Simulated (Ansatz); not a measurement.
# B3LYP/6-31G(d) (Cartesian functions) run of AlNH2ClF (SMILES [NH2][Al]([F])[Cl])

Aim: the vertical electron affinity of AlNH2ClF at B3LYP/6-31G* (Cartesian functions), from 2 runs. 

The results are computed with Ansatz 0.2.0.

98 further runs of the same task are left out: 98 set aside as unsound or not needed.

## Step 1: Starting point

AlNH2ClF: 6 atoms, total charge 0, spin state singlet. SMILES: `[NH2][Al]([F])[Cl]`. The shape is that of a PBE0-D4/def2-TZVP optimisation.

Bond lengths: N1–Al2 1.746 Å, Al2–F3 1.641 Å, Al2–Cl4 2.079 Å, N1–H5 1.006 Å, N1–H6 1.006 Å. Angles: N1–Al2–F3 119.8°, N1–Al2–Cl4 121.2°, F3–Al2–Cl4 119.0°, Al2–N1–H5 124.6°, Al2–N1–H6 124.3°, H5–N1–H6 111.1°.

## Step 2: The energy at B3LYP/6-31G(d) (Cartesian functions)

job.yaml reads:

```yaml
crystal:
  periodic: [false, false, false]
  atoms:
    - symbol: "N"
      position_ang: [-0.112300, 0.982600, -0.025800]
    - symbol: Al
      position_ang: [0.152500, -0.739100, 0.092300]
    - symbol: F
      position_ang: [1.041800, -1.345500, 1.331100]
    - symbol: Cl
      position_ang: [-0.641100, -2.049400, -1.313600]
    - symbol: H
      position_ang: [0.246300, 1.661500, 0.624800]
    - symbol: H
      position_ang: [-0.645100, 1.426000, -0.754900]
basis:
  gaussian: {orbitals: "6-31G*"}
hamiltonian: {xc: {name: B3LYP}}
accuracy: high
output: {orbitals: {seedname: orbitals}}
```

Started as:

```
ansatz run job.yaml --threads 1 --pin off --max-ram 3480MiB --events-out events.jsonl --progress --plain --runs-dir runs
```

Standard output:

```text
Warning: RAYON_NUM_THREADS=1 ignored (pool sized by the plan → 1); use --threads N
Functional definition: B3LYP
  name "B3LYP"
  parameter a0 = 0.2
  parameter ax = 0.72
  parameter ac = 0.81
  exchange = (1 - a0 - ax)*slater_x + ax*b88_x + a0*exact_x
  correlation = (1 - ac)*vwn_rpa_c + ac*lyp_c
1445 factors; integrals over basis functions are off by at most 3.8e-9 eV
mean field evaluation 1: about -23355.3851 eV, gradient 6.8e1 eV
mean field evaluation 2: about -23338.2740 eV, gradient 1.1e2 eV
mean field evaluation 4: about -23363.7456 eV, gradient 6.5e0 eV
mean field evaluation 8: about -23363.8921 eV, gradient 5.4e-1 eV
mean field evaluation 16: about -23363.8927 eV, gradient 2.4e-5 eV
mean field -23363.89273761 eV, -858.6072214920 hartree, gradient 4.4e-8 eV, S^2 0.000000; 0 other end points of the search recorded, 0 dependent functions left out
reference -23363.89277590 eV, -858.6072228990 hartree; 24, 24 occupied and 48, 48 virtual orbitals, 1445 factors
Total energy: -23363.89277590 eV, -858.6072228990 hartree
```

Wall time 8.4 s (1 thread of Intel Xeon Platinum 8259CL at 2.50GHz (Skylake/Cascade Lake), shared host); peak memory 0.22 GiB.

## Step 3: The doublet anion at the same level

run.yaml reads:

```yaml
crystal:
  periodic: [false, false, false]
  atoms:
    - {symbol: N, position_ang: [-0.112300, 0.982600, -0.025800]}
    - {symbol: Al, position_ang: [0.152500, -0.739100, 0.092300]}
    - {symbol: F, position_ang: [1.041800, -1.345500, 1.331100]}
    - {symbol: Cl, position_ang: [-0.641100, -2.049400, -1.313600]}
    - {symbol: H, position_ang: [0.246300, 1.661500, 0.624800]}
    - {symbol: H, position_ang: [-0.645100, 1.426000, -0.754900]}
basis:
  gaussian:
    orbitals: "6-31G*"
total_charge: -1
magnetization:
  spin_polarized: true
  initial_magnetization: 1
hamiltonian:
  xc: {name: B3LYP}
accuracy: high
output: {orbitals: {seedname: orbitals}}
```

Started as:

```
ansatz run run.yaml --threads 1 --pin off --max-ram 3480MiB --events-out events.jsonl --progress --plain --runs-dir runs
```

Standard output:

```text
Warning: RAYON_NUM_THREADS=1 ignored (pool sized by the plan → 1); use --threads N
Functional definition: B3LYP
  name "B3LYP"
  parameter a0 = 0.2
  parameter ax = 0.72
  parameter ac = 0.81
  exchange = (1 - a0 - ax)*slater_x + ax*b88_x + a0*exact_x
  correlation = (1 - ac)*vwn_rpa_c + ac*lyp_c
1447 factors; integrals over basis functions are off by at most 3.7e-9 eV
mean field evaluation 1: about -23358.9426 eV, gradient 3.0e1 eV
mean field evaluation 2: about -23346.6368 eV, gradient 5.6e1 eV
mean field evaluation 4: about -23362.6045 eV, gradient 3.8e0 eV
mean field evaluation 8: about -23362.7426 eV, gradient 2.0e-1 eV
mean field evaluation 16: about -23362.7429 eV, gradient 1.1e-4 eV
mean field -23362.74286068 eV, -858.5649642942 hartree, gradient 4.4e-8 eV, S^2 0.752144; 2 other end points of the search recorded, 0 dependent functions left out
reference -23362.74289789 eV, -858.5649656617 hartree; 25, 24 occupied and 47, 48 virtual orbitals, 1447 factors
Total energy: -23362.74289789 eV, -858.5649656617 hartree
```

Wall time 14 s (1 thread of Intel Xeon Platinum 8259CL at 2.50GHz (Skylake/Cascade Lake), shared host); peak memory 0.33 GiB.

## Step 4: Outcome

At B3LYP/6-31G* (Cartesian functions):

| quantity | value |
| --- | --- |
| singlet AlNH2ClF: total energy | -858.60722 Eh |
| singlet AlNH2ClF: HOMO energy | -7.48 eV |
| singlet AlNH2ClF: LUMO energy | -0.77 eV |
| singlet AlNH2ClF: HOMO–LUMO gap | 6.72 eV |
| doublet anion: total energy | -858.56497 Eh |
| doublet anion: HOMO energy (highest over α and β) | 3.07 eV |
| doublet anion: LUMO energy (lowest over α and β) | 4.66 eV |
| doublet anion: ⟨S²⟩ | 0.752 |
| vertical electron affinity (to the doublet anion) | -1.150 eV |

The anion lies 1.15 eV (27 kcal/mol) above the neutral: the electron isn't bound at this level, and such a value depends on the basis. Without diffuse functions anions come out too high. The HOMO (doublet anion) lies at positive energy, 3.07 eV; only total energies tell whether the electron is bound.
